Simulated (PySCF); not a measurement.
# From one method to the next for IF

Starting from one script, swap the method and compare what comes out for IF.

Program: PySCF 2.14.0. Level of theory: method and basis as typed in the scripts. These are calculated values, not measurements.

2 further runs of the same task are left out: 1 for a known fault of the program, 1 that didn't finish.

## (1) Where the work starts

IF: 2 atoms, charge 0, spin multiplicity 1.

Bond lengths: I1–F2 1.925 Å.

## (2) The run that the others are compared with

The input, input.py:

```python
from pyscf import gto, scf
from pyscf.geomopt.geometric_solver import optimize

mol = gto.M(
    atom='I 0 0 0; F 0 0 1.925',
    basis='def2-svpd',
    ecp={'I': 'def2-svpd'},
    charge=0,
    spin=0,
    verbose=4,
)
mf = scf.RHF(mol)
mf.kernel()
mol_eq = optimize(mf, maxsteps=30)
print('optimised geometry (angstrom)')
print(mol_eq.tostring('raw'))
print('orbital energies (hartree):', mf.mo_energy[..., max(0, mol.nelec[1]-3):mol.nelec[0]+3].round(4))
```

Launch:

```
OMP_NUM_THREADS=1 python input.py
```

## (3) Bp86 (RKS)

Run 1 changes functional: none (Hartree–Fock) → bp86; SCF type: RHF → RKS; step after the SCF: optimize → analyze.

The input, input.py:

```python
from pyscf import gto, dft

mol = gto.M(
    atom='I 0 0 0; F 0 0 1.925',
    basis='def2-svpd',
    ecp={'I': 'def2-svpd'},
    charge=0,
    spin=0,
    verbose=4,
)
mf = dft.RKS(mol, xc='bp86')
mf.kernel()
mf.mulliken_pop()
mf.dip_moment()
print('orbital energies (hartree):', mf.mo_energy[..., max(0, mol.nelec[1]-3):mol.nelec[0]+3].round(4))
```

## (4) M062x (RKS)

Run 2 changes functional: none (Hartree–Fock) → m062x; SCF type: RHF → RKS; step after the SCF: optimize → analyze.

The input, input.py:

```python
from pyscf import gto, dft

mol = gto.M(
    atom='I 0 0 0; F 0 0 1.925',
    basis='def2-svpd',
    ecp={'I': 'def2-svpd'},
    charge=0,
    spin=0,
    verbose=4,
)
mf = dft.RKS(mol, xc='m062x')
mf.kernel()
mf.mulliken_pop()
mf.dip_moment()
print('orbital energies (hartree):', mf.mo_energy[..., max(0, mol.nelec[1]-3):mol.nelec[0]+3].round(4))
```

## (5) MP2

Run 3 changes step after the SCF: optimize → mp2; frozen orbitals: none → 5.

The input, input.py:

```python
from pyscf import gto, scf, mp

mol = gto.M(
    atom='I 0 0 0; F 0 0 1.925',
    basis='def2-svpd',
    ecp={'I': 'def2-svpd'},
    charge=0,
    spin=0,
    verbose=4,
)
mf = scf.RHF(mol)
mf.kernel()
mp.MP2(mf, frozen=5).kernel()
mf.dip_moment()
print('orbital energies (hartree):', mf.mo_energy[..., max(0, mol.nelec[1]-3):mol.nelec[0]+3].round(4))
```

## (6) Pw91 (RKS)

Run 4 changes functional: none (Hartree–Fock) → pw91; SCF type: RHF → RKS; step after the SCF: optimize → analyze.

The input, input.py:

```python
from pyscf import gto, dft

mol = gto.M(
    atom='I 0 0 0; F 0 0 1.925',
    basis='def2-svpd',
    ecp={'I': 'def2-svpd'},
    charge=0,
    spin=0,
    verbose=4,
)
mf = dft.RKS(mol, xc='pw91')
mf.kernel()
mf.mulliken_pop()
mf.dip_moment()
print('orbital energies (hartree):', mf.mo_energy[..., max(0, mol.nelec[1]-3):mol.nelec[0]+3].round(4))
```

What does the calculation give? Wanted: for each run, E(SCF); from base; gap; SCF dipole; after the SCF.

As calculated:

```csv
run,E(SCF) (hartree),from base (eV),cycles,gap (eV),SCF dipole (D),after the SCF
base,-395.966882,0,10,10.79,n/a,"bond 1.915 Å, -0.002 eV"
bp86 (RKS),-397.567370,not comparable,12,2.19,1.80,n/a
m062x (RKS),-397.313215,not comparable,10,6.83,2.19,n/a
MP2,-395.966882,0.0000,10,10.79,2.44,"MP2 correlation -8.939 eV, core frozen"
pw91 (RKS),-397.505088,not comparable,11,2.16,1.86,n/a
```

SCF columns refer to the geometry typed in the script.

**Reading.** The gap between the frontier levels is 2.2 eV with pw91 (0 % exact exchange) and 6.8 eV with m062x (54 %): exact exchange opens it. A lower total energy from another functional means nothing by itself.
